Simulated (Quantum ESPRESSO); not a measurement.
# Si3C (P6/mmm) in Quantum ESPRESSO: notebook, part 2 of 2

Quantum ESPRESSO 7.5. Earlier steps stand in the parts before.

### 3 Phonons, RPBE

pw.in reads:

```
&CONTROL
  calculation = 'scf'
  prefix = 'pwscf'
  outdir = './tmp'
  pseudo_dir = './pseudo'
  tprnfor = .true.
  tstress = .true.
  disk_io = 'low'
/
&SYSTEM
  ibrav = 0
  celldm(1) = 8
  nat = 4
  ntyp = 2
  ecutwfc = 45
  ecutrho = 360
  nbnd = 14
  input_dft = 'rpbe'
  occupations = 'smearing'
  smearing = 'mv'
  degauss = 0.01469973
/
&ELECTRONS
  conv_thr = 8d-10
  electron_maxstep = 120
  mixing_beta = 0.5
/
ATOMIC_SPECIES
Si    28.0850 si_pbe_v1.uspp.F.UPF
C     12.0110 c_pbe_v1.2.uspp.F.UPF
CELL_PARAMETERS alat
  1.1609532446638   0.0000000000000   0.0000000000000
 -0.5804766223319   1.0054146116612   0.0000000000000
  0.0000000000000   0.0000000000000   0.5747389413860
ATOMIC_POSITIONS crystal
Si     0.5000000000    0.0000000000    0.5000000000
Si     0.0000000000    0.5000000000    0.5000000000
Si     0.5000000000    0.5000000000    0.5000000000
C      0.0000000000    0.0000000000    0.5000000000
K_POINTS automatic
6 6 11 0 0 0
```

relax.in reads:

```
&CONTROL
  calculation = 'vc-relax'
  prefix = 'pwscf'
  outdir = './tmp'
  pseudo_dir = './pseudo'
  tprnfor = .true.
  tstress = .true.
  disk_io = 'low'
  nstep = 40
  forc_conv_thr = 0.0001
  etot_conv_thr = 1d-06
/
&SYSTEM
  ibrav = 0
  celldm(1) = 8
  nat = 4
  ntyp = 2
  ecutwfc = 45
  ecutrho = 360
  nbnd = 14
  input_dft = 'rpbe'
  occupations = 'smearing'
  smearing = 'mv'
  degauss = 0.01469973
/
&ELECTRONS
  conv_thr = 8d-10
  electron_maxstep = 120
  mixing_beta = 0.5
/
&IONS
  ion_dynamics = 'bfgs'
/
&CELL
  cell_dynamics = 'bfgs'
  press = 0
  press_conv_thr = 0.2
/
ATOMIC_SPECIES
Si    28.0850 si_pbe_v1.uspp.F.UPF
C     12.0110 c_pbe_v1.2.uspp.F.UPF
CELL_PARAMETERS alat
  1.1609532446638   0.0000000000000   0.0000000000000
 -0.5804766223319   1.0054146116612   0.0000000000000
  0.0000000000000   0.0000000000000   0.5747389413860
ATOMIC_POSITIONS crystal
Si     0.5000000000    0.0000000000    0.5000000000
Si     0.0000000000    0.5000000000    0.5000000000
Si     0.5000000000    0.5000000000    0.5000000000
C      0.0000000000    0.0000000000    0.5000000000
K_POINTS automatic
6 6 11 0 0 0
```

scf2.in reads:

```
&CONTROL
  calculation = 'scf'
  prefix = 'pwscf'
  outdir = './tmp'
  pseudo_dir = './pseudo'
  tprnfor = .true.
  tstress = .true.
  disk_io = 'low'
/
&SYSTEM
  ibrav = 0
  celldm(1) = 8
  nat = 4
  ntyp = 2
  ecutwfc = 45
  ecutrho = 360
  nbnd = 14
  input_dft = 'rpbe'
  occupations = 'smearing'
  smearing = 'mv'
  degauss = 0.01469973
/
&ELECTRONS
  conv_thr = 1d-13
  electron_maxstep = 120
  mixing_beta = 0.5
  startingpot = 'file'
  startingwfc = 'file'
/
ATOMIC_SPECIES
Si    28.0850 si_pbe_v1.uspp.F.UPF
C     12.0110 c_pbe_v1.2.uspp.F.UPF
CELL_PARAMETERS alat
  1.1622109440738   0.0000000000068   0.0000000000000
 -0.5811054720428   1.0065042021208   0.0000000000000
  0.0000000000000   0.0000000000000   0.5753253713307
ATOMIC_POSITIONS crystal
Si     0.5000000000    0.0000000000    0.5000000000
Si     0.0000000000    0.5000000000    0.5000000000
Si     0.5000000000    0.5000000000    0.5000000000
C      0.0000000000    0.0000000000    0.5000000000
K_POINTS automatic
6 6 11 0 0 0
```

ph.in reads:

```
phonons of Si3C
&INPUTPH
  prefix = 'pwscf'
  outdir = './tmp'
  tr2_ph = 1d-18
  fildyn = 'dyn'
  niter_ph = 90
  alpha_mix(1) = 0.4
/
0.0000000000 0.0000000000 0.0000000000
```

dynmat.in reads:

```
&INPUT
  fildyn = 'dyn'
  asr = 'crystal'
  filout = 'dynmat.disp'
  fileig = 'dynmat.eig'
/
```

Potentials or basis: GBRV 1.5 PBE.

Launch:

```bash
$ OMP_NUM_THREADS=1 mpirun -n 4 pw.x -nk 4 -in pw.in > pw.out
$ OMP_NUM_THREADS=1 mpirun -n 4 pw.x -nk 4 -in relax.in > relax.out
$ OMP_NUM_THREADS=1 mpirun -n 4 pw.x -nk 4 -in scf2.in > scf2.out
$ OMP_NUM_THREADS=1 mpirun -n 4 ph.x -nk 4 -in ph.in > ph.out
$ OMP_NUM_THREADS=1 mpirun -n 1 dynmat.x -in dynmat.in > dynmat.out
```

pw.out:

```text
This program is part of the open-source Quantum ESPRESSO suite
     for quantum simulation of materials; please cite
         "P. Giannozzi et al., J. Phys.:Condens. Matter 21 395502 (2009);
         "P. Giannozzi et al., J. Phys.:Condens. Matter 29 465901 (2017);
         "P. Giannozzi et al., J. Chem. Phys. 152 154105 (2020);
     in publications or presentations arising from this work. More details at

     IMPORTANT: XC functional enforced from input :
     Exchange-correlation= RPBE
                           (   1   4  44   4   0   0   0)
     Any further DFT definition will be discarded
     Please, verify this is what you really want

     Message from routine setup:
     using ibrav=0 with symmetry is DISCOURAGED, use correct ibrav instead

     K-points division:     npool     =       4
     Subspace diagonalization in iterative solution of the eigenvalue problem:
     a serial algorithm will be used

     G-vector sticks info
     --------------------
     sticks:   dense  smooth     PW     G-vecs:    dense   smooth      PW
     Sum        2149    1069    337                39567    13939    2447

     Using Slab Decomposition

     bravais-lattice index     =            0
     lattice parameter (alat)  =       8.0000  a.u.
     unit-cell volume          =     343.4793 (a.u.)^3
     number of atoms/cell      =            4
     number of atomic types    =            2
[... 106 lines left out ...]

     Dense  grid:    39567 G-vectors     FFT dimensions: (  60,  60,  27)

     Smooth grid:    13939 G-vectors     FFT dimensions: (  40,  40,  20)

     Initial potential from superposition of free atoms

     starting charge      15.9979, renormalised to      16.0000
     Starting wfcs are   16 randomized atomic wfcs

     Self-consistent Calculation

     iteration #  1     ecut=    45.00 Ry     beta= 0.50
     Davidson diagonalization with overlap
     ethr =  1.00E-02,  avg # of iterations =  4.2

     Threshold (ethr) on eigenvalues was too large:
     Diagonalizing with lowered threshold

     Davidson diagonalization with overlap
     ethr =  3.80E-04,  avg # of iterations =  2.5

     total energy              =     -39.93364006 Ry
     estimated scf accuracy    <       0.05726981 Ry
[... 57 lines left out ...]
     iteration # 10     ecut=    45.00 Ry     beta= 0.50
     Davidson diagonalization with overlap
     ethr =  6.00E-12,  avg # of iterations =  1.1

     End of self-consistent calculation

          k = 0.0000 0.0000 0.0000 (  1713 PWs)   bands (ev):

    -4.7502   1.2182   2.5839   3.1089   3.1089   3.5685   3.5685  14.1529
    14.1529  14.2738  16.8060  17.8293  18.6684  19.4378
[... 203 lines left out ...]
     0.9495   2.3071   2.3071   5.2530   5.2530   5.8214   8.7195   8.7195
     8.9788  10.7783  14.3726  14.3726  15.4793  15.4793

     the Fermi energy is    10.1094 ev

!    total energy              =     -39.94850265 Ry
     estimated scf accuracy    <          5.4E-11 Ry
     smearing contrib. (-TS)   =      -0.00011782 Ry
     internal energy E=F+TS    =     -39.94838483 Ry

     The total energy is F=E-TS. E is the sum of the following terms:
     one-electron contribution =      16.46696449 Ry
     hartree contribution      =       1.50050103 Ry
     xc contribution           =     -16.47363480 Ry
     ewald contribution        =     -41.44221556 Ry

     convergence has been achieved in  10 iterations

     Forces acting on atoms (cartesian axes, Ry/au):

     atom    1 type  1   force =     0.00000000    0.00000000   -0.00000000
     atom    2 type  1   force =     0.00000000    0.00000000    0.00000000
     atom    3 type  1   force =     0.00000000   -0.00000000    0.00000000
     atom    4 type  2   force =    -0.00000000   -0.00000000    0.00000000

     Total force =     0.000000     Total SCF correction =     0.000000

     Computing stress (Cartesian axis) and pressure

          total   stress  (Ry/bohr**3)                   (kbar)     P=        3.86
   0.00002636   0.00000000   0.00000000            3.88        0.00        0.00
   0.00000000   0.00002636  -0.00000000            0.00        3.88       -0.00
   0.00000000  -0.00000000   0.00002597            0.00       -0.00        3.82

=------------------------------------------------------------------------------=
   JOB DONE.
=------------------------------------------------------------------------------=
```

relax.out:

```text
This program is part of the open-source Quantum ESPRESSO suite
     for quantum simulation of materials; please cite
         "P. Giannozzi et al., J. Phys.:Condens. Matter 21 395502 (2009);
         "P. Giannozzi et al., J. Phys.:Condens. Matter 29 465901 (2017);
         "P. Giannozzi et al., J. Chem. Phys. 152 154105 (2020);
[... 1879 lines left out ...]
   0.00000000   0.00000011  -0.00000000            0.00        0.02       -0.00
  -0.00000000   0.00000000  -0.00000005           -0.00        0.00       -0.01

=------------------------------------------------------------------------------=
   JOB DONE.
=------------------------------------------------------------------------------=
```

scf2.out:

```text
This program is part of the open-source Quantum ESPRESSO suite
     for quantum simulation of materials; please cite
         "P. Giannozzi et al., J. Phys.:Condens. Matter 21 395502 (2009);
         "P. Giannozzi et al., J. Phys.:Condens. Matter 29 465901 (2017);
         "P. Giannozzi et al., J. Chem. Phys. 152 154105 (2020);
[... 436 lines left out ...]
   0.00000000   0.00000012   0.00000000            0.00        0.02        0.00
   0.00000000  -0.00000000  -0.00000006            0.00       -0.00       -0.01

=------------------------------------------------------------------------------=
   JOB DONE.
=------------------------------------------------------------------------------=
```

Wall time 2 min (4 MPI ranks of Intel Xeon 6975P-C (Granite Rapids), shared host); peak memory 0.44 GiB.

Results:

```
Free energy                            : -543.5273 eV
Relaxed volume                         : 12.77 Å³/atom
Relaxed cell                           : a = 4.920 Å, b = 4.920 Å, c = 2.436 Å, α = 90.00°, β = 90.00°, γ = 120.00°
Space group after relaxing (to 0.05 Å) : P6/mmm (No. 191)
Pressure after relaxing                : 0.0 GPa
Band gap on the k mesh                 : none (metal or under the smearing width)
Highest phonon frequency at Γ          : 523 cm⁻¹
Most unstable mode                     : 309i cm⁻¹
```

The path:
| step | energy change (eV) | largest force (eV/Å) | pressure (GPa) | volume (Å³) |
| --- | --- | --- | --- | --- |
| 1 | 0.0000 | 0.0000 | 0.39 | 50.90 |
| 2 | -0.0002 | 0.0000 | 0.15 | 51.00 |
| 3 | -0.0002 | 0.0000 | 0.00 | 51.06 |
| 4 | -0.0002 | 0.0000 | 0.00 | 51.06 |

Final structure:
```xyz
4
Lattice="4.9201 0.0000 0.0000 -2.4601 4.2610 0.0000 0.0000 0.0000 2.4356" Properties=species:S:1:pos:R:3 pbc="T T T"
Si    2.4601    0.0000    1.2178
Si   -1.2300    2.1305    1.2178
Si    1.2300    2.1305    1.2178
C     0.0000    0.0000    1.2178
```

Levels at points of the mesh, in eV from the Fermi level:
```tsv
k point	band 6	band 7	band 8	band 9	band 10	band 11
(0.00, 0.00, 0.00)	-6.52	-6.52	4.03	4.03	4.15	6.69
(0.00, -0.50, 0.00)	-2.03	-1.87	-0.62	1.06	2.17	4.27
```

Phonon frequencies in cm⁻¹ (negative: imaginary):
| q point | frequencies |
| --- | --- |
| (0.000, 0.000, 0.000) | -309 -309 -263 -6 2 2 108 108 301 305 305 523 |

Optical modes at Γ, degenerate ones joined:
| cm⁻¹ | components | symmetry | active in |
| --- | --- | --- | --- |
| 309i | 2 | E1u | IR |
| 263i | 1 | B1u | silent |
| 108 | 2 | E2u | silent |
| 301 | 1 | A2u | IR |
| 305 | 2 | E1u | IR |
| 523 | 1 | B2u | silent |

Caveat: the mesh is thin for the phonons of a metal; the potentials were made for another functional, which shifts forces and pressure; some modes are imaginary.

### 4 Phonons, AM05

pw.in: that of step 3 with these lines changed.

```diff
@@ -17,3 +17,3 @@
   nbnd = 14
-  input_dft = 'rpbe'
+  input_dft = 'XC-000I-000I-120L-135L-000I-000I'
   occupations = 'smearing'
```

relax.in: that of step 3 with these lines changed.

```diff
@@ -20,3 +20,3 @@
   nbnd = 14
-  input_dft = 'rpbe'
+  input_dft = 'XC-000I-000I-120L-135L-000I-000I'
   occupations = 'smearing'
```

scf2.in: that of step 3 with these lines changed.

```diff
@@ -17,3 +17,3 @@
   nbnd = 14
-  input_dft = 'rpbe'
+  input_dft = 'XC-000I-000I-120L-135L-000I-000I'
   occupations = 'smearing'
@@ -33,5 +33,5 @@
 CELL_PARAMETERS alat
-  1.1622109440738   0.0000000000068   0.0000000000000
- -0.5811054720428   1.0065042021208   0.0000000000000
-  0.0000000000000   0.0000000000000   0.5753253713307
+  1.1475336945974   0.0000000000000   0.0000000000000
+ -0.5737668472987   0.9937933312200   0.0000000000000
+  0.0000000000000   0.0000000000000   0.5692206521866
 ATOMIC_POSITIONS crystal
```

ph.in is that of step 3.

dynmat.in is that of step 3.

Potentials or basis: GBRV 1.5 PBE.

Launch:

```bash
$ OMP_NUM_THREADS=1 mpirun -n 4 pw.x -nk 4 -in pw.in > pw.out
$ OMP_NUM_THREADS=1 mpirun -n 4 pw.x -nk 4 -in relax.in > relax.out
$ OMP_NUM_THREADS=1 mpirun -n 4 pw.x -nk 4 -in scf2.in > scf2.out
$ OMP_NUM_THREADS=1 mpirun -n 4 ph.x -nk 4 -in ph.in > ph.out
$ OMP_NUM_THREADS=1 mpirun -n 1 dynmat.x -in dynmat.in > dynmat.out
```

pw.out:

```text
This program is part of the open-source Quantum ESPRESSO suite
     for quantum simulation of materials; please cite
         "P. Giannozzi et al., J. Phys.:Condens. Matter 21 395502 (2009);
         "P. Giannozzi et al., J. Phys.:Condens. Matter 29 465901 (2017);
         "P. Giannozzi et al., J. Chem. Phys. 152 154105 (2020);
     in publications or presentations arising from this work. More details at

     IMPORTANT: XC functional enforced from input :
     Exchange-correlation= XC-000I-000I-120L-135L-000I-000I
                           (   0   0 120 135   0   0   0)
     Any further DFT definition will be discarded
     Please, verify this is what you really want

     Message from routine setup:
     using ibrav=0 with symmetry is DISCOURAGED, use correct ibrav instead

     K-points division:     npool     =       4
     Subspace diagonalization in iterative solution of the eigenvalue problem:
     a serial algorithm will be used

     G-vector sticks info
     --------------------
     sticks:   dense  smooth     PW     G-vecs:    dense   smooth      PW
     Sum        2149    1069    337                39567    13939    2447

     Using Slab Decomposition

     bravais-lattice index     =            0
     lattice parameter (alat)  =       8.0000  a.u.
     unit-cell volume          =     343.4793 (a.u.)^3
     number of atoms/cell      =            4
     number of atomic types    =            2
     number of electrons       =        16.00
     number of Kohn-Sham states=           14
     kinetic-energy cutoff     =      45.0000  Ry
[... 115 lines left out ...]
      QE if you need to modify them or to check their
      default values.

     Initial potential from superposition of free atoms

     starting charge      15.9979, renormalised to      16.0000
     Starting wfcs are   16 randomized atomic wfcs

     Self-consistent Calculation

     iteration #  1     ecut=    45.00 Ry     beta= 0.50
     Davidson diagonalization with overlap
     ethr =  1.00E-02,  avg # of iterations =  4.2

     Threshold (ethr) on eigenvalues was too large:
     Diagonalizing with lowered threshold

     Davidson diagonalization with overlap
     ethr =  2.59E-04,  avg # of iterations =  3.1

     total energy              =     -39.69918301 Ry
     estimated scf accuracy    <       0.03946343 Ry
[... 43 lines left out ...]
     iteration #  8     ecut=    45.00 Ry     beta= 0.50
     Davidson diagonalization with overlap
     ethr =  5.96E-10,  avg # of iterations =  1.3

     End of self-consistent calculation

          k = 0.0000 0.0000 0.0000 (  1713 PWs)   bands (ev):

    -4.8254   1.1954   2.5281   3.0759   3.0759   3.4572   3.4572  14.1572
    14.1572  14.2855  16.7682  17.7689  18.6137  19.4250
[... 203 lines left out ...]
     0.9278   2.2699   2.2699   5.1879   5.1879   5.6930   8.6875   8.6875
     8.9751  10.7891  14.3329  14.3329  15.3396  15.3396

     the Fermi energy is    10.0669 ev

!    total energy              =     -39.70456759 Ry
     estimated scf accuracy    <          1.5E-10 Ry
     smearing contrib. (-TS)   =      -0.00007834 Ry
     internal energy E=F+TS    =     -39.70448925 Ry

     The total energy is F=E-TS. E is the sum of the following terms:
     one-electron contribution =      16.49749842 Ry
     hartree contribution      =       1.44202892 Ry
     xc contribution           =     -16.20180103 Ry
     ewald contribution        =     -41.44221556 Ry

     convergence has been achieved in   8 iterations

     Forces acting on atoms (cartesian axes, Ry/au):

     atom    1 type  1   force =     0.00000000   -0.00000000   -0.00000000
     atom    2 type  1   force =    -0.00000000    0.00000000    0.00000000
     atom    3 type  1   force =    -0.00000000   -0.00000000    0.00000000
     atom    4 type  2   force =     0.00000000    0.00000000    0.00000000

     Total force =     0.000000     Total SCF correction =     0.000000

     Computing stress (Cartesian axis) and pressure

          total   stress  (Ry/bohr**3)                   (kbar)     P=      -42.30
  -0.00030244   0.00000000   0.00000000          -44.49        0.00        0.00
  -0.00000000  -0.00030244  -0.00000000           -0.00      -44.49       -0.00
   0.00000000   0.00000000  -0.00025772            0.00        0.00      -37.91

=------------------------------------------------------------------------------=
   JOB DONE.
=------------------------------------------------------------------------------=
```

scf2.out:

```text
This program is part of the open-source Quantum ESPRESSO suite
     for quantum simulation of materials; please cite
         "P. Giannozzi et al., J. Phys.:Condens. Matter 21 395502 (2009);
         "P. Giannozzi et al., J. Phys.:Condens. Matter 29 465901 (2017);
         "P. Giannozzi et al., J. Chem. Phys. 152 154105 (2020);
[... 448 lines left out ...]
   0.00000000  -0.00000054  -0.00000000            0.00       -0.08       -0.00
   0.00000000   0.00000000  -0.00000006            0.00        0.00       -0.01

=------------------------------------------------------------------------------=
   JOB DONE.
=------------------------------------------------------------------------------=
```

It took 1.9 min on 4 MPI ranks of Intel Xeon 6975P-C (Granite Rapids), shared host; peak memory 0.4 GiB.

What came out:

| Quantity | Value |
| --- | --- |
| Free energy | -540.2305 eV |
| Relaxed volume | 12.31 Å³/atom |
| Relaxed cell | a = 4.858 Å, b = 4.858 Å, c = 2.410 Å, α = 90.00°, β = 90.00°, γ = 120.00° |
| Space group after relaxing (to 0.05 Å) | P6/mmm (No. 191) |
| Pressure after relaxing | 0.0 GPa |
| Band gap on the k mesh | none (metal or under the smearing width) |
| Highest phonon frequency at Γ | 561 cm⁻¹ |
| Most unstable mode | 280i cm⁻¹ |

Step by step:
```
step  energy change (eV)  largest force (eV/Å)  pressure (GPa)  volume (Å³)
   1              0.0000                0.0000           -4.23        50.90
   2             -0.0199                0.0000           -1.53        49.81
   3             -0.0226                0.0000            0.11        49.21
   4             -0.0226                0.0000            0.00        49.25
```

Final structure:
```
Si C
1.0
     4.85799    0.00000    0.00000
    -2.42900    4.20714    0.00000
     0.00000    0.00000    2.40975
Si C
3 1
Direct
  0.50000 0.00000 0.50000
  0.00000 0.50000 0.50000
  0.50000 0.50000 0.50000
  0.00000 0.00000 0.50000
```

Levels at points of the mesh, in eV from the Fermi level:
| k point | band 5 | band 6 | band 7 | band 8 | band 9 | band 10 | band 11 | band 12 |
| --- | --- | --- | --- | --- | --- | --- | --- | --- |
| (0.00, 0.00, 0.00) | -7.04 | -6.83 | -6.83 | 4.23 | 4.23 | 4.31 | 6.74 | 7.97 |
| (0.00, -0.50, 0.00) | -2.70 | -2.19 | -1.83 | -0.73 | 1.12 | 2.29 | 4.43 | 5.85 |

Phonon frequencies in cm⁻¹ (negative: imaginary):
```
              q point                                   frequencies
(0.000, 0.000, 0.000)  -280 -280 -264 -1 -1 3 82 82 309 340 340 561
```

Optical modes at Γ, degenerate ones joined:
```tsv
cm⁻¹	components	symmetry	active in
280i	2	E1u	IR
264i	1	B1u	silent
82	2	E2u	silent
309	1	A2u	IR
340	2	E1u	IR
561	1	B2u	silent
```

Caveat: the mesh is thin for the phonons of a metal; the potentials were made for another functional, which shifts forces and pressure; some modes are imaginary.

### 5 Summary

```tsv
level	potentials or basis	gap on the mesh (eV)	pressure (GPa)
PBEsol	GBRV 1.5 PBEsol	none	0.0
RPBE	GBRV 1.5 PBE	none	0.0
AM05	GBRV 1.5 PBE	none	0.0
```

Alike in all rows: task phonons; no spin polarisation; cell relaxed; k mesh 6 × 6 × 11; cutoff (eV) 612; smearing cold 0.2 eV.

Caveats: the mesh is thin for the phonons of a metal; some modes are imaginary; the potentials were made for another functional, which shifts forces and pressure (some runs).

Absolute energies hang on the potentials; compare differences alone.
